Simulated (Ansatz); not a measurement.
# OTi: the cost of one run

Method: unrestricted Hartree-Fock, scalar-relativistic (X2C), Gaussian basis aug-cc-pwCVTZ-DK-on-Ti, aug-cc-pVTZ-DK, and further levels as typed in the inputs, in Ansatz 0.2.0.

## (1) The structure to begin with

Bond lengths: Ti1–O2 1.620 Å.

Coordinates:

```xyz
2

Ti    0.0000    0.0000    0.0000
O     0.0000    0.0000    1.6200
```

## (2) Single point: OTi

input.yaml reads:

```yaml
crystal:
  periodic: [false, false, false]
  atoms:
    - { symbol: Ti, position_ang: [0.0, 0.0, 0.0] }
    - { symbol: O, position_ang: [0.0, 0.0, 1.62] }
magnetization:
  spin_polarized: true
  initial_magnetization: 2
basis:
  gaussian:
    orbitals: aug-cc-pwCVTZ-DK-on-Ti_aug-cc-pVTZ-DK.json
    occupation: { up: { A1: 9, A2: 1, B1: 3, B2: 3 }, down: { A1: 8, B1: 3, B2: 3 } }
hamiltonian:
  xc: hf
  pseudopotentials: { relativity: scalar }
output:
  orbitals: {}
```

The run is started by

```
$ ansatz run input.yaml --threads 1 --pin off --max-ram 5120MiB --backend cpu --events-out ev --progress --plain --runs-dir out
```

Q: Estimate wall time and peak memory on 1 thread of Intel Xeon at 2.30GHz, shared host.

About 9.3 s, with a peak of 0.47 GiB.
